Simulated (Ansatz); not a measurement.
**LuAs: how the settings move a relaxation**

Question: which choices in the input matter for LuAs?

Program: Ansatz 0.2.0. Level of theory: reference: DFT, PBEsol, PAW with Ansatz's default frozen-core files, scalar-relativistic; relaxation of cell and atoms. These are calculated values, not measurements.

## Step 1: The structure to begin with

Symmetry: Fm-3m, No. 225, cubic system. Conventional cell: a = 5.676 Å, b = 5.676 Å, c = 5.676 Å, α = 90.00°, β = 90.00°, γ = 90.00°. Lu (site symmetry m-3m) has 6 As at 2.84 Å as nearest neighbours. As (site symmetry m-3m) has 6 Lu at 2.84 Å as nearest neighbours.

Structure file:

```xyz
2
Lattice="0.0000 2.8382 2.8382 2.8382 0.0000 2.8382 2.8382 2.8382 0.0000" Properties=species:S:1:pos:R:3 pbc="T T T"
Lu    2.8382    2.8382    2.8382
As    0.0000    0.0000    0.0000
```

## Step 2: Reference

The input, input.yaml:

```yaml
crystal:
  lattice:
    - [0.0, 2.838190747, 2.838190747]
    - [2.838190747, 0.0, 2.838190747]
    - [2.838190747, 2.838190747, 0.0]
  atoms:
    - { symbol: Lu, position: [0.5, 0.5, 0.5] }
    - { symbol: As, position: [0.0, 0.0, 0.0] }
kpoints:
  mp_grid: { grid: [12, 12, 12] }
scf:
  occupations: { method: fermi_dirac, width: 0.05 }
hamiltonian:
  xc: pbesol
  pseudopotentials: { kind: paw }
relax:
  f_tol: 0.002
  max_steps: 80
  cell: {}
output:
  forces: true
  stress: true
  write_density: true
  write_potential: true
  elf: true
  volumetric_format: npy
```

The run is started by

```console
> ansatz run input.yaml --threads 1 --pin off --max-ram 2048MiB --backend cpu --events-out ev --progress --plain --runs-dir out
```

## Step 3: Changed: lower_state_search light, xc r2scan, ecutwfc 44.1 Ry

Edit input.yaml of step 2 so:

```diff
@@ -12,4 +12,5 @@
   occupations: { method: fermi_dirac, width: 0.05 }
+  lower_state_search: light
 hamiltonian:
-  xc: pbesol
+  xc: r2scan
   pseudopotentials: { kind: paw }
@@ -22,5 +23,3 @@
   stress: true
-  write_density: true
-  write_potential: true
-  elf: true
-  volumetric_format: npy
+basis:
+  ecutwfc: "44.1 Ry"
```

What does the calculation give? Wanted: for each run, ending; energy change; pressure; gap; force.

As calculated:

| run | ending | energy change | pressure (GPa) | gap (eV) | force (eV/Å) | cycles | time |
| --- | --- | --- | --- | --- | --- | --- | --- |
| reference | converged | - | 0.0 | 0.00 | 0.00 | 31 | 28 s |
| 1: lower_state_search light, xc r2scan, ecutwfc 44.1 Ry | converged | not comparable | 0.0 | 0.00 | 0.00 | 15 | 37 s |

Times don't compare one to one where runs were asked for different outputs or read a saved state (see the inputs); cycles may leave out searches for a lower state.

**Reading.** A change of functional puts the total energy on another scale; the final volume goes from 44.13 to 45.73 Å³. The search for lower states and cutoff changed too.
